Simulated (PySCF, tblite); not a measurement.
**C5H6P2S: infrared bands and NMR shifts**

What infrared bands and NMR shifts should C5H6P2S (`CSc1pcccp1`) show?

Programs: tblite 0.8.0 and PySCF 2.14.0, with density-fitted response routines of our own. Each step states its level of theory. These are calculated values for one molecule in the gas phase, unless marked as measured. Atoms are numbered from 0 throughout.

### Step 1. The starting structure

14 atoms, charge 0, multiplicity 1; geometry from: GFN2-xTB.

Bonds of the start (Å): C0–S1 1.82, S1–C2 1.81, C2–P3 1.74, P3–C4 1.74, C4–C5 1.38, C5–C6 1.38, C6–P7 1.74, P7–C2 1.74, C0–H8 1.09, C0–H9 1.08, C0–H10 1.09, C4–H11 1.08, C5–H12 1.08, C6–H13 1.08.

### Step 2. Vibrational analysis with GFN2-xTB

The job: settings as JSON, then the geometry in Å.

```
{"job": {"kind": "ir", "xc": "GFN2-xTB", "basis": "xTB"}, "charge": 0, "multiplicity": 1}
C      2.967910     0.100583     0.317013
S      2.011846    -0.170878     1.838786
C      0.365481    -0.109910     1.098239
P     -0.250484    -1.666072     0.631769
C     -1.804517    -1.259663    -0.025188
C     -2.395050    -0.015769    -0.130372
C     -1.850318     1.190400     0.264999
P     -0.305126     1.490256     0.995203
H      2.763575    -0.705101    -0.384387
H      4.014810     0.097656     0.601578
H      2.695468     1.061717    -0.112842
H     -2.373174    -2.109737    -0.384254
H     -3.387811     0.017501    -0.566711
H     -2.453288     2.078546     0.114024
```

**Question.** This job is followed by: GIAO PBE0/pcSseg-1 NMR shielding, non-relativistic, gas phase. Predict these results of the whole session: strongest single infrared mode (GFN2-xTB); zero-point energy (GFN2-xTB); ¹³C shifts against TMS (PBE0/pcSseg-1, means over atoms taken as alike); ¹H shifts against TMS (PBE0/pcSseg-1, means over atoms taken as alike); ³³S shifts against CS2 (PBE0/pcSseg-1); ³¹P shifts against H3PO4 (PBE0/pcSseg-1, means over atoms taken as alike).

The runs gave:

| quantity | value |
| --- | --- |
| strongest single infrared mode (GFN2-xTB) | 3037 cm⁻¹, 30 km/mol |
| zero-point energy (GFN2-xTB) | 58.7 kcal/mol |
| ¹³C shifts against TMS (PBE0/pcSseg-1, means over atoms taken as alike) | 226.7, 166.4, 135.8, 39.4 ppm |
| ¹H shifts against TMS (PBE0/pcSseg-1, means over atoms taken as alike) | 9.39, 8.37, 2.46 ppm |
| ³³S shifts against CS2 (PBE0/pcSseg-1) | 42 ppm |
| ³¹P shifts against H3PO4 (PBE0/pcSseg-1, means over atoms taken as alike) | 298.9 ppm |

What this shows: The lowest mode is imaginary (47i cm⁻¹), so the xTB geometry is not a minimum. The strongest single mode, at 3037 cm⁻¹, moves mainly H11 and H13. Unscaled tight-binding wavenumbers are off by several per cent, some by more. Its intensities can rank the bands wrongly. At PBE0/pcSseg-1: The widest tensor belongs to P3, P7: span 800 ppm, with a paramagnetic part of -948 ppm. NICS(1)zz of -25 ppm above the planar ring from C2 marks a diatropic (aromatic) ring current.
